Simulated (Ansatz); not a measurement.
# CH7BClNSi: the cost of one run

Program: Ansatz 0.2.0. Level of theory: RKS revPBE/STO-3G. These are calculated values, not measurements.

## 1. The starting structure

Bond lengths: N1–C2 1.445 Å, C2–B3 1.569 Å, B3–Si4 1.952 Å, Si4–Cl5 2.077 Å, N1–H6 1.123 Å, N1–H7 1.034 Å, C2–H8 1.075 Å, C2–H9 1.071 Å, B3–H10 1.231 Å, Si4–H11 1.539 Å, Si4–H12 1.434 Å. Angles (14 of 18 angles, heavy atoms first): N1–C2–B3 108.1°, C2–B3–Si4 123.7°, B3–Si4–Cl5 110.2°, N1–C2–H8 109.8°, N1–C2–H9 110.3°, B3–C2–H8 108.9°, B3–C2–H9 110.0°, C2–N1–H6 105.6°, C2–N1–H7 111.8°, C2–B3–H10 119.1°, Si4–B3–H10 117.1°, B3–Si4–H11 104.2°, B3–Si4–H12 111.1°, Cl5–Si4–H11 108.4°.

As a file:

```xyz
12

N    -0.1970    1.7964    0.8457
C    -0.7999    0.5284    0.5054
B     0.3411   -0.5444    0.4132
Si    0.8097   -1.4896   -1.2287
Cl    1.2213   -0.1318   -2.7449
H    -1.0216    2.5544    0.7610
H     0.0780    1.8354    1.8415
H    -1.4915    0.2355    1.2740
H    -1.3115    0.5997   -0.4327
H     1.0375   -0.7647    1.4043
H    -0.4700   -2.2589   -1.6000
H     1.8810   -2.4154   -1.0047
```

## 2. Preparing the start

File input.yaml:

```yaml
crystal:
  periodic: [false, false, false]
  atoms:
    - { symbol: "N", position_ang: [-0.197, 1.7964, 0.8457] }
    - { symbol: C, position_ang: [-0.7999, 0.5284, 0.5054] }
    - { symbol: B, position_ang: [0.3411, -0.5444, 0.4132] }
    - { symbol: Si, position_ang: [0.8097, -1.4896, -1.2287] }
    - { symbol: Cl, position_ang: [1.2213, -0.1318, -2.7449] }
    - { symbol: H, position_ang: [-1.0216, 2.5544, 0.761] }
    - { symbol: H, position_ang: [0.078, 1.8354, 1.8415] }
    - { symbol: H, position_ang: [-1.4915, 0.2355, 1.274] }
    - { symbol: H, position_ang: [-1.3115, 0.5997, -0.4327] }
    - { symbol: H, position_ang: [1.0375, -0.7647, 1.4043] }
    - { symbol: H, position_ang: [-0.47, -2.2589, -1.6] }
    - { symbol: H, position_ang: [1.881, -2.4154, -1.0047] }
basis:
  gaussian: { orbitals: STO-3G }
hamiltonian:
  xc: revpbe
relax:
  f_tol: 0.02
  max_steps: 40
scf:
  lower_state_search: "off"
```

The run is started by

```
ansatz run input.yaml --threads 1 --pin off --max-ram 2048MiB --backend cpu --events-out ev --progress --plain --runs-dir out
```

Q: Estimate wall time and peak memory on 1 thread of Arm Neoverse V1, shared host.

About 54 s, with a peak of 0.16 GiB.
